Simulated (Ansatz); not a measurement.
# CH5SSb: up Jacob's ladder to CCSD(T)

The task here is to estimate one member of a computed series from the others.

The runs use Ansatz 0.2.0, Gaussian basis; functionals in def2-TZVPP, the program's frozen cores in correlated methods.

Levels to be run: LDA (SPW92), PBE-D4, revPBE-D4, BLYP-D4, r2SCAN-D4, B97M-V, PBE0-D4, B3LYP-D4, r2SCANh-D4, r2SCAN0-D4, HSE06-D4, BHLYP-D4, CAM-B3LYP-D4, LC-ωPBE, ωB97X-V, ωB97M-V, B2PLYP, PBE-QIDH; CCSD(T)/def2-SVP; CCSD(T)/def2-TZVPP; MP2/def2-QZVPP; extrapolation to the limit; RPA on PBE.

**The geometry**

An earlier PBE0-D4 in a triple-zeta def2 set relaxation fixed the geometry. Sb takes the def2 core potential; no spin-orbit term is included.

SMILES `[CH3][SbH][SH]`, 8 atoms, charge 0, spin multiplicity 1.

Atoms are counted from 1 here; the program's logs count them from 0.

Bond lengths: C1–Sb2 2.155 Å, C1–H4 1.090 Å, C1–H5 1.089 Å, C1–H6 1.092 Å, Sb2–S3 2.429 Å, Sb2–H7 1.715 Å, S3–H8 1.343 Å. Angles: Sb2–C1–H4 108.5°, Sb2–C1–H5 110.7°, Sb2–C1–H6 108.9°, H4–C1–H5 109.7°, H4–C1–H6 109.4°, H5–C1–H6 109.6°, C1–Sb2–S3 97.3°, C1–Sb2–H7 93.2°, S3–Sb2–H7 95.5°, Sb2–S3–H8 96.2°.

Set-up of the first run:

Contents of in.yaml:

```yaml
crystal:
  periodic: [false, false, false]
  atoms:
    - {symbol: C, position_ang: [-0.724000, 0.806223, -0.383962]}
    - {symbol: Sb, position_ang: [1.341323, 0.192337, -0.437228]}
    - {symbol: S, position_ang: [1.388770, -0.922610, 1.720267]}
    - {symbol: H, position_ang: [-0.828991, 1.601748, 0.353183]}
    - {symbol: H, position_ang: [-1.367239, -0.030386, -0.115915]}
    - {symbol: H, position_ang: [-1.006382, 1.185205, -1.367912]}
    - {symbol: H, position_ang: [0.998926, -1.220833, -1.345903]}
    - {symbol: H, position_ang: [0.289792, -1.668883, 1.521669]}
basis:
  gaussian: {orbitals: def2-TZVPP}
hamiltonian: {xc: lda}
output: {orbitals: {seedname: orbitals}}
```

Run with:

```console
$ ansatz run in.yaml --threads 2 --pin off --events-out ev --progress --plain --max-ram 4352MiB
```

Steps of the session up to this table: LDA; PBE-D4 (GGA); revPBE-D4 (GGA); BLYP-D4 (GGA); r2SCAN-D4 (meta-GGA); B97M-V (meta-GGA); PBE0-D4 (hybrid); B3LYP-D4 (hybrid); r2SCANh-D4 (hybrid); r2SCAN0-D4 (hybrid); HSE06-D4 (hybrid); BHLYP-D4 (hybrid); CAM-B3LYP-D4 (range-separated); LC-ωPBE (range-separated); ωB97X-V (range-separated); ωB97M-V (range-separated); B2PLYP (double hybrid); PBE-QIDH (double hybrid).

One of the session's tables, all rows but one given; the rest of the session is left out.

It belongs to the step «Frontier levels by functional». 

```
  functional  HOMO (eV)  gap (eV)
 LDA (SPW92)      -6.04      4.14
      PBE-D4      -5.92      4.24
   revPBE-D4      -5.87      4.28
     BLYP-D4      -5.75      4.16
   r2SCAN-D4      -6.20      4.74
      B97M-V      -6.28      4.82
     PBE0-D4      -7.13      6.23
    B3LYP-D4      -6.88      5.74
  r2SCANh-D4      -6.64      5.46
  r2SCAN0-D4          ?         ?
    HSE06-D4      -6.73      5.46
    BHLYP-D4      -8.15      8.05
CAM-B3LYP-D4      -8.42      8.46
     LC-ωPBE      -9.76     10.90
     ωB97X-V      -9.43     10.45
     ωB97M-V      -9.28     10.10
```

**Question.** Estimate the row for r2SCAN0-D4.

Worked estimate for «HOMO (eV)». Against the share of exact exchange, r2SCAN-D4 (0, -6.20), r2SCANh-D4 (0.1, -6.64) give a slope of -4.40 per unit share; at 0.25 the line stands at -7.30.

As computed: HOMO (eV): -7.31; gap (eV): 6.53. In «HOMO (eV)» the line misses by +0.01.
